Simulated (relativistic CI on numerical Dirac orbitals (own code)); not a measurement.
**Ir⁵⁺: 5d valence photoemission multiplets**

Wanted: the shape of the 5d valence photoemission spectrum of Ir⁵⁺ in 4 surroundings, from the same atomic integrals.

Method: Dirac-Coulomb-Breit CI, KLI orbitals optimised for each configuration, model QED (radiative potential, 1s self-energy scaled to tabulated hydrogen-like ionisation energies), valence Slater integrals scaled by 0.8, multiplet model of photoemission in the sudden approximation. Code: relativistic CI on numerical Dirac orbitals (own code) version 1.

**1. The atom as given**

```
ion            : Ir⁵⁺ (Ir VI)
nuclear charge : 77
electrons      : 72
configurations : [Xe] 4f14 5d4 → [Xe] 4f14 5d3
temperature    : 300 K
widths         : Lorentz 0.3 eV, Gauss 0.5 eV
surrounding 1  : free ion
surrounding 2  : D4h, 10Dq = 38900, Ds = -1500, Dt = 460 cm⁻¹
surrounding 3  : D4h, 10Dq = 38900, Ds = -600, Dt = 460 cm⁻¹
surrounding 4  : D4h, 10Dq = 38900, Ds = 300, Dt = 460 cm⁻¹
```

**2. Surrounding 1: free ion**

Input settings:

```ini
atom Ir  Z=77  charge=5  electrons=72
nucleus A=193  rms_radius_fm=5.4032
hamiltonian dirac-coulomb  breit=on  qed=on  c_scale=1
orbitals kli  potential=per-configuration
slater_scale 0.8
correlation none
mixing on
configurations
  [Xe] 4f14 5d4
  [Xe] 4f14 5d3
end
photoemission 5d valence T=300 lorentz=0.3 gauss=0.5
crystal_field free
```

**3. Surrounding 2: D4h, 10Dq = 38900, Ds = -1500, Dt = 460**

The settings differ from step 2 so:

```diff
@@ -12,2 +12,2 @@
 photoemission 5d valence T=300 lorentz=0.3 gauss=0.5
-crystal_field free
+crystal_field D4h 10Dq=38900 Ds=-1500 Dt=460
```

**4. Surrounding 3: D4h, 10Dq = 38900, Ds = -600, Dt = 460**

The settings differ from step 3 so:

```diff
@@ -12,2 +12,2 @@
 photoemission 5d valence T=300 lorentz=0.3 gauss=0.5
-crystal_field D4h 10Dq=38900 Ds=-1500 Dt=460
+crystal_field D4h 10Dq=38900 Ds=-600 Dt=460
```

**5. Surrounding 4: D4h, 10Dq = 38900, Ds = 300, Dt = 460**

The settings differ from step 4 so:

```diff
@@ -12,2 +12,2 @@
 photoemission 5d valence T=300 lorentz=0.3 gauss=0.5
-crystal_field D4h 10Dq=38900 Ds=-600 Dt=460
+crystal_field D4h 10Dq=38900 Ds=300 Dt=460
```

(Steps that only read results are left out.)

What does the calculation give? Wanted: highest peak, first run; ground spin.

The runs gave:

| surrounding | ground S | centroid (eV) | spread (eV) | up to four highest peaks (% of the highest), eV |
| --- | --- | --- | --- | --- |
| 1: free | 1.65 | 72.71 | 0.92 | 72.2 (100), 74.2 (20) |
| 2: D4h | 1.03 | 73.54 | 1.17 | 72.7 (100), 74.1 (52), 76.3 (6) |
| 3: D4h | 1.03 | 73.51 | 1.20 | 72.6 (100), 74.3 (65), 76.1 (9) |
| 4: D4h | 1.04 | 73.50 | 1.22 | 72.5 (100), 74.3 (76), 76.0 (10) |

| quantity | value |
| --- | --- |
| highest peak, first run | 72.2 eV |
| ground spin (effective S from ⟨S²⟩) | 1.03 to 1.65 |

What this shows: The ground spin changes between the runs (1.65 to 1.03), and the line shape with it. The position of the maximum differs by up to 0.5 eV between the surroundings, by shifts of peaks or by peaks exchanging rank. Energies are those of the free ion without screening by ligands; binding energies in solids differ by tens of eV.
